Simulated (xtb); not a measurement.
# SiNH2Br (SMILES N[Si]Br): levels of theory compared

Aim: a comparison of 4 runs (GFN-FF, GFN2-xTB, GFN0-xTB, GFN1-xTB) of SiNH2Br. 

Program for the calculation: xtb 6.7.1.

2 further runs of the same task are left out: 2 set aside as unsound or not needed.

## Step 1: Starting point

SiNH2Br has 5 atoms, charge 0, and is taken as a singlet. As SMILES, `N[Si]Br`. Geometry: optimised at GFN2-xTB. This is one conformer, not always the lowest.

Bond lengths: N1–Si2 1.705 Å, Si2–Br3 2.297 Å, N1–H4 1.011 Å, N1–H5 1.006 Å. Angles: N1–Si2–Br3 97.0°, Si2–N1–H4 125.4°, Si2–N1–H5 122.6°, H4–N1–H5 112.0°.

## Step 2: Energy and gradient at GFN-FF (run 1)

detailed.inp reads:

```
$chrg 0
$spin 0
$end
```

start.xyz reads:

```xyz
5

N     -0.49311     0.27258    -0.36930
Si    -0.24652    -1.09861     0.61323
Br     1.95973    -0.69287     1.10857
H      0.20579     0.97014    -0.58740
H     -1.37599     0.47516    -0.80651
```

The run is started by

```
$ xtb --gff --grad -I detailed.inp -- start.xyz > xtb.out 2> xtb.err
```

What it wrote:

```text
* xtb version 6.7.1
[...]
         ::                     SUMMARY                     ::
         :::::::::::::::::::::::::::::::::::::::::::::::::::::
         :: total energy              -0.542363334618 Eh    ::
         :: gradient norm              0.042835194105 Eh/a0 ::
         ::.................................................::
         :: bond energy               -0.552633643131 Eh    ::
         :: angle energy               0.005928613402 Eh    ::
         :: torsion energy             0.001002765678 Eh    ::
         :: repulsion energy           0.030769211622 Eh    ::
         :: electrostat energy        -0.025342087008 Eh    ::
         :: dispersion energy         -0.002038848862 Eh    ::
         :: HB energy                 -0.000000246401 Eh    ::
         :: XB energy                  0.000000000000 Eh    ::
         :: bonded atm energy         -0.000049099918 Eh    ::
         :: external energy            0.000000000000 Eh    ::
         :: add. restraining           0.000000000000 Eh    ::
         :: total charge               0.000000000000 e     ::
[...]
molecular dipole:
                 x           y           z       tot (Debye)
 q only:       -0.534      -0.020      -0.172       1.427
           -------------------------------------------------
          | TOTAL ENERGY               -0.542363334618 Eh   |
          | GRADIENT NORM               0.042835194105 Eh/α |
           -------------------------------------------------
########################################################################
[WARNING] Runtime exception occurred
-1- gfnff_setup: Could not read topology file.
########################################################################
[...]
```

Standard error:

```text
normal termination of xtb
```

Wall time 0.017 s (1 thread of Intel Xeon 6975P-C (Granite Rapids), shared host).

## Step 3: Energy and forces at GFN2-xTB (run 2)

coord reads:

```
$coord
     -0.931842849314      0.515101547050     -0.697875857824  n
     -0.465855284243     -2.076072017775      1.158836751404  si
      3.703352978213     -1.309334539969      2.094893689976  br
      0.388886739187      1.833298902544     -1.110025125605  h
     -2.600244250224      0.897922265377     -1.524083016772  h
$end
```

The run is started by

```
$ xtb coord --gfn 2 --grad --json > out.txt
```

What it wrote:

```text
* xtb version 6.7.1
[...]
          :  # basis functions                  26          :
[...]
          :  # electrons                        18          :
[...]
          :  Hamiltonian                  GFN2-xTB          :
[...]
          :  net charge                          0          :
          :  unpaired electrons                  0          :
[...]
   *** convergence criteria satisfied after 14 iterations ***
[...]
         ::                     SUMMARY                     ::
         :::::::::::::::::::::::::::::::::::::::::::::::::::::
         :: total energy              -9.776329713282 Eh    ::
         :: gradient norm              0.000435256166 Eh/a0 ::
         :: HOMO-LUMO gap              3.058100407733 eV    ::
         ::.................................................::
         :: SCC energy                -9.837012525180 Eh    ::
         :: -> isotropic ES            0.026176085294 Eh    ::
         :: -> anisotropic ES          0.000099240589 Eh    ::
         :: -> anisotropic XC         -0.006570879958 Eh    ::
         :: -> dispersion             -0.002791584173 Eh    ::
         :: repulsion energy           0.060682811898 Eh    ::
         :: add. restraining           0.000000000000 Eh    ::
         :: total charge              -0.000000000000 e     ::
         :::::::::::::::::::::::::::::::::::::::::::::::::::::
[...]
         9        2.0000           -0.3629365              -9.8760 (HOMO)
        10                         -0.2505533              -6.8179 (LUMO)
[...]
          | TOTAL ENERGY               -9.776329713282 Eh   |
          | GRADIENT NORM               0.000435256166 Eh/α |
          | HOMO-LUMO GAP               3.058100407733 eV   |
           -------------------------------------------------
[...]
```

Standard error:

```text
normal termination of xtb
```

Wall time 0.03 s (1 thread of Intel Xeon 6975P-C (Granite Rapids), shared host).

Run 3 isn't shown in full; the table further down has it.

## Step 4: Energy and forces at GFN1-xTB (run 4)

geom.xyz reads:

```xyz
5

N     -0.49311000     0.27258000    -0.36930000
Si    -0.24652000    -1.09861000     0.61323000
Br     1.95973000    -0.69287000     1.10857000
H      0.20579000     0.97014000    -0.58740000
H     -1.37599000     0.47516000    -0.80651000
```

The run is started by

```
$ xtb --gfn 1 --grad --uhf 0 --json -- geom.xyz > run.log 2> xtb.err
```

What it wrote:

```text
* xtb version 6.7.1
[...]
          :  # basis functions                  28          :
[...]
          :  # electrons                        18          :
[...]
          :  Hamiltonian                  GFN1-xTB          :
[...]
          :  net charge                          0          :
          :  unpaired electrons                  0          :
[...]
   *** convergence criteria satisfied after 11 iterations ***
[...]
         ::                     SUMMARY                     ::
         :::::::::::::::::::::::::::::::::::::::::::::::::::::
         :: total energy             -10.048983436574 Eh    ::
         :: gradient norm              0.016600145022 Eh/a0 ::
         :: HOMO-LUMO gap              3.487223246595 eV    ::
         ::.................................................::
         :: SCC energy               -10.113363933373 Eh    ::
         :: -> electrostatic           0.025375660346 Eh    ::
         :: repulsion energy           0.065939966434 Eh    ::
         :: dispersion energy         -0.001559469004 Eh    ::
         :: halogen bond corr.        -0.000000000631 Eh    ::
         :: add. restraining           0.000000000000 Eh    ::
         :: total charge               0.000000000000 e     ::
         :::::::::::::::::::::::::::::::::::::::::::::::::::::
[...]
         9        2.0000           -0.3540694              -9.6347 (HOMO)
        10                         -0.2259163              -6.1475 (LUMO)
[...]
          | TOTAL ENERGY              -10.048983436574 Eh   |
          | GRADIENT NORM               0.016600145022 Eh/α |
          | HOMO-LUMO GAP               3.487223246595 eV   |
           -------------------------------------------------
[...]
```

Standard error:

```text
normal termination of xtb
```

Wall time 0.025 s (1 thread of Intel Xeon 6975P-C (Granite Rapids), shared host).

## Step 5: All runs side by side

```
run     level  energy (Eh)  dipole moment (D)  dispersion energy (kJ/mol)  largest force (eV/Å)  wall time
  1    GFN-FF    -0.542363               1.43                       -5.35                 1.611    0.017 s
  2  GFN2-xTB    -9.776330               5.17                       -7.33                 0.013     0.03 s
  3  GFN0-xTB    -9.427967               2.70                       -2.66                 0.157    0.025 s
  4  GFN1-xTB   -10.048983               3.16                       -4.09                 0.635    0.025 s
```

## Step 6: Results

```
                       quantity         value
            run 4: total energy  -10.04898 Eh
           run 4: dipole moment        3.16 D
             run 4: HOMO energy      -9.63 eV
             run 4: LUMO energy      -6.15 eV
           run 4: HOMO–LUMO gap       3.49 eV
       run 4: dispersion energy  -4.09 kJ/mol
run 4: largest force on an atom    0.635 eV/Å
```

What this shows: The dipole moment (its size) runs from 1.43 D (GFN-FF) to 5.17 D (GFN2-xTB). Over runs 2, 3, 4 the HOMO–LUMO gap runs from 1.82 eV (GFN0-xTB) to 3.49 eV (GFN1-xTB). Force-field and semi-empirical energies have zeros of their own, so their totals don't compare. All runs together took 0.097 s, the longest 0.03 s.
